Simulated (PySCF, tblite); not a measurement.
# C21H11N: electronic excitations, NMR shifts

What do calculations give for the electronic excitations, NMR shifts of C21H11N (`N#Cc1cc2cccc3c4cccc5cccc(c(c1)c23)c54`)?

Computed with tblite 0.8.0 and PySCF 2.14.0 and routines of our own; the level stands in each step. Atoms count from 0.

## 1. The starting structure

33 atoms, charge 0, multiplicity 1; geometry from: force field, distance geometry or constructed start.

## 2. Relaxing the molecule with GFN2-xTB

What the job is given:

```
{"job": {"kind": "relax", "xc": "GFN2-xTB", "basis": "xTB"}, "charge": 0, "multiplicity": 1}
N      4.684000     3.857400     0.348200
C      3.948100     2.958600     0.307500
C      3.055800     1.839500     0.271700
C      3.542100     0.549400     0.285300
C      2.663600    -0.540800     0.252400
C      3.191100    -1.831600     0.268900
C      2.353800    -2.927200     0.227400
C      0.978500    -2.736500     0.168500
C      0.381200    -1.454000     0.141000
C     -1.040800    -1.246600     0.077600
C     -1.978600    -2.310700     0.028700
C     -3.354600    -2.099500    -0.032800
C     -3.848100    -0.804200    -0.048700
C     -2.966800     0.281000    -0.014000
C     -3.502700     1.577300    -0.033800
C     -2.663300     2.672000     0.013000
C     -1.281900     2.485700     0.071300
C     -0.684600     1.193400     0.095200
C      0.732600     0.991900     0.164200
C      1.674000     2.055600     0.209700
C      1.248600    -0.328600     0.185200
C     -1.556200     0.077900     0.053800
H      4.621900     0.385200     0.347800
H      4.264500    -2.000900     0.319600
H      2.765600    -3.932200     0.249100
H      0.363800    -3.641500     0.139900
H     -1.653000    -3.344000     0.043500
H     -4.034100    -2.942800    -0.064500
H     -4.920100    -0.653300    -0.105400
H     -4.573900     1.733600    -0.080300
H     -3.071700     3.676700    -0.012200
H     -0.683300     3.389200     0.099900
H      1.334200     3.088900     0.191200
```

Command:

```
OMP_NUM_THREADS=1 python large_run.py task.json out
```

This one command runs all jobs of the session in turn.

The log of the run:

```text
step      E/eV     max force
  0   -1455.28168    2.015
  1   -1455.35674    5.281
  2   -1455.36442    3.302
  3   -1455.45012    0.887
  4   -1455.45996    0.405
  5   -1455.46538    0.375
  6   -1455.48196    0.224
  7   -1455.48727    0.150
  8   -1455.49040    0.103
  9   -1455.49171    0.077
 10   -1455.49293    0.075
 11   -1455.49384    0.069
 12   -1455.49455    0.046
 13   -1455.49505    0.042
 14   -1455.49541    0.034
 15   -1455.49566    0.027
 16   -1455.49584    0.026
 17   -1455.49597    0.027
 18   -1455.49608    0.026
 19   -1455.49616    0.024
 20   -1455.49623    0.023
 21   -1455.49629    0.023
 22   -1455.49636    0.022
 23   -1455.49643    0.020
 24   -1455.49650    0.017
```

Run time: 0.79 s. Hardware: 1 thread of Intel Xeon at 2.60GHz, shared host; peak memory 0.18 GiB.

The steps of the relaxation:

| step | energy from step 0 (eV) | largest force (eV/Å) |
| --- | --- | --- |
| 0 | 0.0000 | 2.0151 |
| 1 | -0.0751 | 5.2803 |
| 2 | -0.0827 | 3.3016 |
| 3 | -0.1684 | 0.8866 |
| 4 | -0.1783 | 0.4045 |
| 5 | -0.1837 | 0.3749 |
| 6 | -0.2003 | 0.2238 |
| 7 | -0.2056 | 0.1502 |
| 8 | -0.2087 | 0.1023 |
| 9 | -0.2100 | 0.0769 |
| 10 | -0.2112 | 0.0743 |
| 11 | -0.2122 | 0.0687 |
| 12 | -0.2129 | 0.0461 |
| 13 | -0.2134 | 0.0414 |
| 14 | -0.2137 | 0.0333 |
| 15 | -0.2140 | 0.0269 |
| 16 | -0.2142 | 0.0256 |
| 17 | -0.2143 | 0.0271 |
| 18 | -0.2144 | 0.0262 |
| 20 | -0.2145 | 0.0234 |
| 21 | -0.2146 | 0.0228 |
| 22 | -0.2147 | 0.0225 |
| 23 | -0.2147 | 0.0200 |
| 24 | -0.2148 | 0.0170 |

Distances of close pairs at the start and the end, largest changes first:

| bond | before (Å) | after (Å) | change (Å) |
| --- | --- | --- | --- |
| C16–C17 | 1.424 | 1.384 | -0.039 |
| C18–C19 | 1.421 | 1.382 | -0.039 |
| C9–C10 | 1.419 | 1.385 | -0.035 |
| C7–C8 | 1.415 | 1.385 | -0.030 |
| C17–C18 | 1.433 | 1.459 | +0.026 |
| C8–C9 | 1.438 | 1.458 | +0.020 |
| C11–C12 | 1.386 | 1.367 | -0.019 |
| C1–C2 | 1.432 | 1.414 | -0.018 |

The final coordinates are the input of the step that follows.

## 3. Infrared spectrum with GFN2-xTB

What the job is given:

```
{"job": {"kind": "ir", "xc": "GFN2-xTB", "basis": "xTB"}, "charge": 0, "multiplicity": 1}
N      4.620797     3.839179     0.343958
C      3.901649     2.946844     0.310305
C      3.024190     1.838872     0.268883
C      3.533477     0.559824     0.290893
C      2.661633    -0.540686     0.249187
C      3.176567    -1.852159     0.270889
C      2.328374    -2.922748     0.229528
C      0.949572    -2.724734     0.166429
C      0.390151    -1.457822     0.142375
C     -1.051582    -1.247516     0.076092
C     -1.946946    -2.302610     0.031838
C     -3.324334    -2.096293    -0.031418
C     -3.830198    -0.826677    -0.052104
C     -2.963952     0.283197    -0.010253
C     -3.479085     1.593751    -0.032390
C     -2.634236     2.667383     0.009593
C     -1.254599     2.474374     0.072568
C     -0.695316     1.208192     0.096330
C      0.747151     0.997681     0.162196
C      1.637962     2.053189     0.205199
C      1.255483    -0.331591     0.184227
C     -1.558676     0.079878     0.055074
H      4.599855     0.395466     0.340612
H      4.245969    -1.992497     0.319303
H      2.717045    -3.930426     0.245799
H      0.322811    -3.600873     0.136433
H     -1.596324    -3.321730     0.046935
H     -3.984502    -2.950281    -0.063488
H     -4.895583    -0.656141    -0.101214
H     -4.548857     1.733496    -0.080645
H     -3.024990     3.674014    -0.007135
H     -0.631064     3.352910     0.102818
H      1.297394     3.075629     0.190120
```

The log of the run:

```text
mode    cm-1     km/mol
  1      -4.5      0.47
  2      75.5      1.21
  3      82.7      0.85
  4     100.2      4.91
  5     118.7      0.35
  6     172.8      2.40
  7     192.4      3.95
  8     210.1      0.98
  9     255.4      0.95
 10     287.9      0.64
 11     314.5      0.27
 12     350.4      0.71
 13     375.1      1.18
 14     403.0      1.69
 15     408.7      0.32
 16     420.6      0.91
 17     424.3      0.16
 18     464.7      1.24
 19     477.8      0.79
 20     501.1      0.33
 21     510.4      3.09
 22     517.1      1.99
 23     552.9      1.31
 24     567.2      1.84
 25     585.8      0.14
 26     601.9      0.65
 27     608.5      2.00
 28     625.4      0.36
 29     630.5      0.67
 30     664.6      0.39
 31     728.8      0.35
 32     753.7      0.11
 33     766.7      2.42
 34     769.1      0.70
 35     776.3      0.53
 36     786.8     10.14
 37     803.2     25.99
 38     830.1     27.71
 39     841.0      0.09
 40     859.2      1.20
 41     874.1      0.30
 42     880.2      0.13
 43     887.6      1.35
 44     888.5      0.36
 45     919.5      0.04
 46     923.4      0.08
 47     925.3      0.20
 48     995.3      0.49
 49    1018.6      0.33
 50    1058.3      0.09
 51    1117.7      0.04
 52    1129.3      1.04
 53    1154.1      0.03
 54    1167.1      2.17
 55    1172.3      5.58
 56    1188.4      0.16
 57    1192.9      0.65
 58    1203.1      1.46
 59    1219.2      0.41
 60    1233.3      0.82
 61    1260.0      7.41
 62    1299.3      0.21
 63    1300.2      1.30
 64    1338.6      8.28
 65    1347.3      0.51
 66    1354.2      3.52
 67    1365.6      0.58
 68    1383.7      0.72
 69    1389.3      6.10
 70    1411.8      1.73
 71    1421.7      1.51
 72    1444.4      3.21
 73    1462.0      0.01
 74    1483.3      0.54
 75    1514.3      0.66
 76    1534.1      6.32
 77    1566.5      1.02
 78    1577.6      6.73
 79    1589.7      0.49
 80    1593.4      0.47
 81    1593.6      0.21
 82    2376.4    361.64
 83    3076.7      8.08
 84    3078.7     16.35
 85    3079.2      0.34
 86    3087.2      2.07
 87    3088.5     39.57
 88    3090.8    147.21
 89    3092.3     26.32
 90    3104.2      6.23
 91    3105.9      6.86
 92    3116.4     61.40
 93    3118.2     16.54
```

It took 5.7 s on 1 thread of Intel Xeon at 2.60GHz, shared host; peak memory 0.18 GiB.

Which atoms move in the most intense modes:

| cm⁻¹ | km/mol | atoms |
| --- | --- | --- |
| 803 | 26.0 | H31 17 %, H26 17 % |
| 830 | 27.7 | H32 47 %, H22 16 %, C19 15 % |
| 2376 | 361.6 | C1 60 %, N0 39 % |
| 3088 | 39.6 | H27 34 %, H28 23 %, H30 15 %, H29 10 % |
| 3091 | 147.2 | H29 33 %, H30 24 %, H28 13 % |
| 3092 | 26.3 | H23 53 %, H24 17 %, H22 10 % |
| 3116 | 61.4 | H25 53 %, H26 34 % |
| 3118 | 16.5 | H32 57 %, H31 32 % |

## 4. Electronic excitations: TDDFT PBE0/def2-SVP

Settings changed since step 3:

```diff
@@ -1,2 +1,2 @@
-{"job": {"kind": "ir", "xc": "GFN2-xTB", "basis": "xTB"}, "charge": 0, "multiplicity": 1}
+{"job": {"kind": "uv", "basis": "def2-SVP", "grid": 1, "kgrid": 0, "vcut": 1.5, "nstates": 6, "ntriplets": 2, "tda": false, "delta": [], "pop": true, "xc": "PBE0"}, "charge": 0, "multiplicity": 1}
 N      4.620797     3.839179     0.343958
```

Level: TDDFT PBE0/def2-SVP, vertical, gas phase, core orbitals frozen in the response, virtual orbitals cut by energy.

The log of the run:

```text
start: PBE on a coarse grid of 28977 points
cycle   1  E = -859.6264780950  dE =  3.714e+00  |g| = 7.287e-01  |ddm| = 9.752e+00
cycle   2  E = -859.3371928549  dE =  2.893e-01  |g| = 1.313e+00  |ddm| = 2.711e+00
cycle   3  E = -859.6822153343  dE = -3.450e-01  |g| = 6.193e-01  |ddm| = 1.838e+00
cycle   4  E = -859.7799265764  dE = -9.771e-02  |g| = 8.397e-02  |ddm| = 7.089e-01
cycle   5  E = -859.7806147300  dE = -6.882e-04  |g| = 6.426e-02  |ddm| = 2.163e-01
cycle   6  E = -859.7817447550  dE = -1.130e-03  |g| = 2.363e-02  |ddm| = 1.229e-01
cycle   7  E = -859.7819231509  dE = -1.784e-04  |g| = 7.266e-03  |ddm| = 4.557e-02
final grid: 128260 points
cycle   8  E = -860.0261890770  dE = -9.746e-03  |g| = 4.520e-02  |ddm| = 2.018e+00
cycle   9  E = -860.0259889427  dE =  2.001e-04  |g| = 5.390e-02  |ddm| = 1.406e-01
cycle  10  E = -860.0266782757  dE = -6.893e-04  |g| = 2.409e-02  |ddm| = 9.697e-02
cycle  11  E = -860.0268218993  dE = -1.436e-04  |g| = 3.326e-03  |ddm| = 2.664e-02
cycle  12  E = -860.0268253971  dE = -3.498e-06  |g| = 1.931e-03  |ddm| = 7.499e-03
cycle  13  E = -860.0268255711  dE = -1.740e-07  |g| = 7.334e-04  |ddm| = 2.912e-03
cycle  14  E = -860.0268280544  dE = -2.483e-06  |g| = 2.839e-04  |ddm| = 1.280e-03
cycle  15  E = -860.0268287758  dE = -7.214e-07  |g| = 8.278e-05  |ddm| = 5.228e-04
converged SCF energy = -860.0268287758

Static polarisability (au): isotropic 250.081, principal 86.404 296.110 367.729

Singlet excitations
state   eV       nm        f      main configurations
  1   2.9002    427.5   0.36443   H->L 0.98
  2   3.5562    348.6   0.01725   H->L+1 0.84
  3   4.0191    308.5   0.00320   H-1->L 0.56, H->L+2 0.19
  4   4.1490    298.8   0.00996   H->L+3 0.33, H-2->L 0.31, H->L+2 0.17
  5   4.2342    292.8   0.00455   H->L+2 0.30, H-3->L 0.29, H-4->L 0.22
  6   4.3630    284.2   0.00376   H->L+3 0.28, H-3->L 0.23, H->L+4 0.19

Triplet excitations (Tamm-Dancoff, eV): 1.7474 3.0471
```

Run time: 58 s. Hardware: 1 thread of Intel Xeon at 2.60GHz, shared host; peak memory 0.67 GiB.

Frontier orbitals and where they lie:

| orbital | eV | atoms |
| --- | --- | --- |
| HOMO−4 | -7.80 | C3 13 %, C12 12 %, C9 12 % |
| HOMO−3 | -7.74 | C14 14 %, C8 14 %, C5 14 % |
| HOMO−2 | -7.63 | C2 13 %, C20 11 %, N0 9 % |
| HOMO−1 | -7.47 | C21 14 %, C11 13 %, C13 12 % |
| HOMO | -5.81 | C12 10 %, C5 9 %, C14 9 % |
| LUMO | -2.54 | C3 11 %, C5 9 %, C7 9 % |
| LUMO+1 | -1.40 | C2 14 %, C19 14 %, C20 14 % |
| LUMO+2 | -0.75 | C3 11 %, C10 10 %, C9 10 % |
| LUMO+3 | -0.63 | C15 17 %, C21 16 %, C17 11 % |

With each of the 6 states as a Gaussian band of 0.4 eV half-width at 1/e, the curve within the window shown has maxima at 427 nm (ε 15,000), 304 nm (ε 900) L/(mol cm). Beyond the last state computed it falls off for lack of states. The curve at chosen wavelengths:

nm, ε (L/mol/cm) and a bar:
```
      266        233 
      277        511 #
      288        771 #
      299        889 #
      310        890 #
      321        895 #
      332       1028 ##
      342       1369 ##
      353       2165 ####
      364       3596 #######
      375       5725 ###########
      386       8346 #################
      397      11012 ######################
      408      13199 ###########################
      419      14507 #############################
      430      14773 ##############################
      441      14080 #############################
      452      12672 ##########################
      463      10858 ######################
      473       9095 ##################
      484       7228 ##############
      495       5568 ###########
      506       4177 ########
      517       3063 ######
      528       2205 ####
      539       1562 ###
```

Leading natural transition orbitals of singlet state 1: the hole lies on 5 C atoms about 8 % each; 5 C atoms about 6 % each; the particle on C3 10 %; 6 C atoms about 7 % each.

Further results of this job:

| property | computed |
| --- | --- |
| dipole moment (D) | 5.32 |
| polarisability (Å³) | 37.06 |
| HOMO–LUMO gap (eV) | 3.27 |
| −ε(HOMO) (eV) | 5.81 |

The fields below are evaluated on a grid from the run's orbitals.

Frontier orbitals at PBE0/def2-SVP, with the share of their density that lies nearest to each atom:

| orbital | energy (eV) | lies on |
| --- | --- | --- |
| HOMO | -5.81 | 7 C atoms about 8 % each; C9, C16, C17 about 6 % each |
| LUMO | -2.54 | C3, C5 about 9 % each; 6 C atoms about 7 % each |

ELF in a plane through or near 33 of the atoms.

Ten even steps from ' ' (0.00) to '@' (1.00):
```
                                                        
                                                        
                ++%%==                                  
              --@@@@@@..  %%%%    --..                  
              ..@@@@%%::==@@@@  ##@@##    ++--          
          **++..==::==%%--@@%%..@@@@%%  ##@@@@++        
        **@@@@@@==%%++##==**::  **::--**%%@@@@--        
        ..##@@##::++  ..**==**++@@****==--++            
              ::++..##++@@==%%..::==  ==**++##%%**      
      **@@@@@@**%%--%%::::--  ##**++==##--==@@@@@@::    
      ##@@@@@@++++::::##%%==::**++--**####==%%@@%%      
        ..----%%##----**==%%====##--++####::            
        ..::++==##@@++==**==++%%++..------@@@@%%::      
      --++##::##++==**%%++  ++::::%%--%%++@@@@@@::      
    --####++##**::..@@@@**==@@@@++**==##..  ::..        
    ++@@@@****==..  **%%  ++@@%%  --@@@@%%              
    ::##@@%%**::          ..##::  --@@@@%%              
      ..::::..                      ::--                
                                                        
                                                        
```
The map spans 15.1 Å across and 13.4 Å up, centred on the molecule. Atoms in the plane (x, y in Å): N0 (-4.9, -3.5), C1 (-4.1, -2.7), C2 (-3.1, -1.6), C3 (-3.6, -0.3), C4 (-2.6, 0.7), C5 (-3.1, 2.1), C6 (-2.1, 3.1), C7 (-0.8, 2.8), C8 (-0.3, 1.5), C9 (1.1, 1.2), C10 (2.1, 2.2), C11 (3.5, 1.9), C12 (3.9, 0.6), C13 (2.9, -0.5), C14 (3.4, -1.8), C15 (2.5, -2.8), C16 (1.1, -2.5), C17 (0.6, -1.2), C18 (-0.8, -0.9), C19 (-1.8, -1.9), C20 (-1.2, 0.4), C21 (1.6, -0.2), H22 (-4.6, -0.1), H23 (-4.1, 2.3), H24 (-2.5, 4.1), H25 (-0.1, 3.6), H26 (1.8, 3.2), H27 (4.2, 2.7), H28 (4.9, 0.3), H29 (4.4, -2.0), H30 (2.8, -3.9), H31 (0.4, -3.4), H32 (-1.5, -3.0).

On the surface of density 0.002 e/bohr³ the electrostatic potential runs, from the 1st to the 99th percentile, from -1.77 V near N0 to 1.27 V near H25.

[end of part 1 of 2]
